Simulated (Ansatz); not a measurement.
# Y3Si2F: the cost of one run

Computed with Ansatz 0.2.0 (DFT PBE, scalar-relativistic, plane waves, PAW, unless a step's input says otherwise).

1 further run of the same task is left out (it didn't finish).

## Step 1: The system as given

Symmetry: P6/mmm, No. 191, hexagonal system. The conventional cell has a = 6.136 Å, b = 6.136 Å, c = 3.322 Å, α = 90.00°, β = 90.00°, γ = 120.00°. Around Y (site symmetry mmm) lie 4 Si at 2.43 Å and 6 Y at 3.07 to 3.32 Å and 4 F at 3.49 Å. Si (site symmetry -6m2) has 6 Y at 2.43 Å as nearest neighbours. Around F (site symmetry 6/mmm) lie 2 F at 3.32 Å and 12 Y at 3.49 Å and 6 Si at 3.54 Å.

Coordinates:

```cif
data_structure
_symmetry_space_group_name_H-M 'P6/mmm'
_symmetry_Int_Tables_number 191
_cell_length_a 6.1365
_cell_length_b 6.1365
_cell_length_c 3.3221
_cell_angle_alpha 90.000
_cell_angle_beta 90.000
_cell_angle_gamma 120.000
_cell_volume 108.34
loop_
_atom_site_label
_atom_site_type_symbol
_atom_site_symmetry_multiplicity
_atom_site_Wyckoff_symbol
_atom_site_fract_x
_atom_site_fract_y
_atom_site_fract_z
_atom_site_occupancy
Y1 Y 3 g 0.50000 0.00000 0.50000 1
Si1 Si 2 c 0.33333 0.66667 0.00000 1
F1 F 1 a 0.00000 0.00000 0.00000 1
```

A structure generator made this guess: species swapped into a database cell of SmB2Ru3 (P6/mmm, No. 191), with F on the Sm sites, Si on the B sites and Y on the Ru sites. Its size is a rough estimate.

## Step 2: A first look at the guess

input.yaml

```yaml
crystal:
  lattice:
    - [6.13646248, 0.0, 0.0]
    - [-3.06823124, 5.3143324, 0.0]
    - [0.0, 0.0, 3.32206976]
  atoms:
    - { symbol: "Y", position: [0.5, 0.0, 0.5] }
    - { symbol: "Y", position: [0.5, 0.5, 0.5] }
    - { symbol: "Y", position: [0.0, 0.5, 0.5] }
    - { symbol: Si, position: [0.33333333, 0.66666667, 0.0] }
    - { symbol: Si, position: [0.66666667, 0.33333333, 0.0] }
    - { symbol: F, position: [0.0, 0.0, 0.0] }
basis:
  ecutwfc: 420
kpoints:
  mp_grid: { grid: [3, 3, 6] }
hamiltonian:
  xc: pbe
scf:
  occupations: { method: gaussian, width: 0.1 }
  lower_state_search: "off"
output:
  forces: true
  stress: true
  eigenvalues: true
```

Launch:

```
> ansatz run input.yaml --threads 1 --pin off --max-ram 2560MiB --backend cpu --events-out ev --progress --plain --runs-dir out
```

Q: Estimate wall time and peak memory on 1 thread of Arm Neoverse V2, shared host.

About 2.3 s, with a peak of 0.36 GiB.
